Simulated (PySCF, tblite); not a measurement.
**Si₃BH₉+ (doublet), a small gas-phase stand-in for a defect centre: EPR parameters**

What EPR parameters should one expect for `[SiH3]B([SiH3])[SiH3]`? It is drawn as: threefold B.

Computed with tblite 0.8.0 and PySCF 2.14.0; each step states its level. No surroundings beyond the atoms listed, unless a continuum is named. Atoms count from 0, parts from 1.

## Step 1: The system as given

13 atoms, charge 1, multiplicity 2; geometry: distance geometry start.

## Step 2: Geometry optimisation with GFN2-xTB

The job: settings as JSON, then the geometry in Å.

```
{"job": {"kind": "relax", "xc": "GFN2-xTB", "basis": "xTB"}, "charge": 1, "multiplicity": 2}
B      0.152939     0.022040    -0.226017
Si     0.961421     1.488440    -1.245103
Si    -0.544532    -1.462727    -1.281165
Si    -0.888043     0.521003     1.331651
H      0.678348     1.309524    -2.610116
H      0.409104     2.708906    -0.800041
H      2.352917     1.509206    -1.059846
H     -0.888187    -1.010964    -2.591466
H     -1.705759    -1.981694    -0.632093
H      0.467163    -2.467708    -1.357542
H     -0.013929     0.689571     2.450942
H     -1.872610    -0.473408     1.636546
H     -1.530984     1.762078     1.083113
```

Level: GFN2-xTB geometry optimisation, gas phase.

Launch:

```
OMP_NUM_THREADS=1 python cluster_run.py task.json out
```

This one command runs all jobs of the session in turn.

**Question.** The jobs that follow are: PBE0-D3(BJ)/def2-SVP geometry optimisation, gas phase; UKS B3LYP, IGLO-III on B Si, pcH-1 on H, non-relativistic, mean-field spin-orbit, GIAO; UKS BHandHLYP, IGLO-III on B Si, pcH-1 on H, non-relativistic, mean-field spin-orbit, GIAO. Predict: rotational constants (main isotopes); g(iso) (B3LYP); ⟨S²⟩; largest a(iso) (averaged by class).

As calculated:

```
                            quantity                 value
rotational constants (main isotopes)  2.81, 1.98, 1.21 GHz
                      g(iso) (B3LYP)               2.00384
                                ⟨S²⟩    0.754 (exact 0.75)
  largest a(iso) (averaged by class)   1H on H10, 93.4 MHz
```

The start of the PBE0/def2-SVP relaxation was shaken at random by about 0.01 Å, so part of the energy gained, and of the first lengths quoted, undoes that. Over 7 steps the energy fell by 0.353 eV; of the close pairs, B0–Si3 changed most, 2.011 to 2.091 Å (PBE0/def2-SVP). No frequency check was run at this level, so the end point may be a saddle. B0 carries the largest spin population, 0.51 e. The isotropic g lies 1.5 ppt above the free-electron value. The coupling of 1H on H10 runs from 93.4 (B3LYP/IGLO-III+pcH-1) to 93.8 MHz (BHandHLYP/IGLO-III+pcH-1). A capped cluster stands for the solid here, so long-range fields and strain are missing, and bands or shifts of the capping hydrogens have no counterpart in it.
